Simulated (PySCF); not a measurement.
**KB: bond curves at several levels of theory**

The task here is to estimate one member of a computed series from the others.

Computed with PySCF 2.14.0. Level: K pcseg-1, B pcseg-1, no relativity.

The first run:

The job is set up so:

| Quantity | Value |
| --- | --- |
| atoms | K, B |
| charge | 0 |
| basis | K pcseg-1, B pcseg-1 |
| Hamiltonian | no relativity |
| basis functions | 38 |
| electrons treated | 24 |
| masses in u | 38.9637, 11.0093 |
| levels | PBE0, PBE, r²SCAN, B97-3, M06, r²SCANh, ωB97X, HF, MP2, SCS-MP2, CCSD, CCSD(T) |
| grid | 80 radial by 434 angular points |
| occupations | held fixed by the projection of orbital angular momentum |
| dissociation limit | K + B, each in its ground configuration |
| starting distance in angstrom | 2.760 |
| values of 2S to try | 0, 2 |

Started as:

```
OMP_NUM_THREADS=1 python dia.py task.json out
```

Steps of the session up to this table: Set-up; First curve: PBE0; Higher solutions at PBE0; PBE (GGA); r²SCAN (meta-GGA); B97-3; M06 (hybrid meta-GGA); r²SCANh (hybrid meta-GGA); ωB97X; UHF; MP2 and coupled cluster.

One of the session's tables, all rows but one given; the rest of the session is left out.

It belongs to the step «The curves together». Energy (eV) from each level's lowest point:

| R (Å) | UHF | UHF-MP2 | UHF-SCS-MP2 | UHF-CCSD | UHF-CCSD(T) |
| --- | --- | --- | --- | --- | --- |
| 2.459 | 0.443 | 0.377 | 0.380 | n/a | n/a |
| 2.573 | 0.225 | 0.187 | 0.188 | 0.200 | 0.200 |
| 2.688 | 0.092 | 0.074 | 0.074 | 0.085 | 0.085 |
| 2.773 | 0.036 | 0.027 | 0.026 | 0.035 | 0.035 |
| 2.859 | 0.007 | 0.004 | 0.004 | 0.008 | 0.009 |
| 2.945 | 0.000 | 0.000 | 0.000 | 0.000 | 0.000 |
| 3.059 | 0.016 | 0.016 | 0.017 | 0.010 | 0.009 |
| 3.202 | ? | ? | ? | ? | ? |
| 3.374 | 0.134 | 0.128 | 0.131 | 0.101 | 0.101 |
| 3.602 | 0.217 | 0.226 | 0.214 | n/a | n/a |

Q: Estimate the row for R (Å) = 3.202 from the others.

Worked estimate for «UHF». A straight line through the neighbours (3.059, 0.016) and (3.374, 0.134) gives 0.016 + (0.134 − 0.016) × (3.202 − 3.059) / (3.374 − 3.059) = 0.070; a parabola fitted to 4 rows on both sides gives 0.069.

As computed: UHF: 0.061; UHF-MP2: 0.060; UHF-SCS-MP2: 0.062; UHF-CCSD: 0.044; UHF-CCSD(T): 0.043. In «UHF» the line misses by +0.009 and the parabola by +0.008.
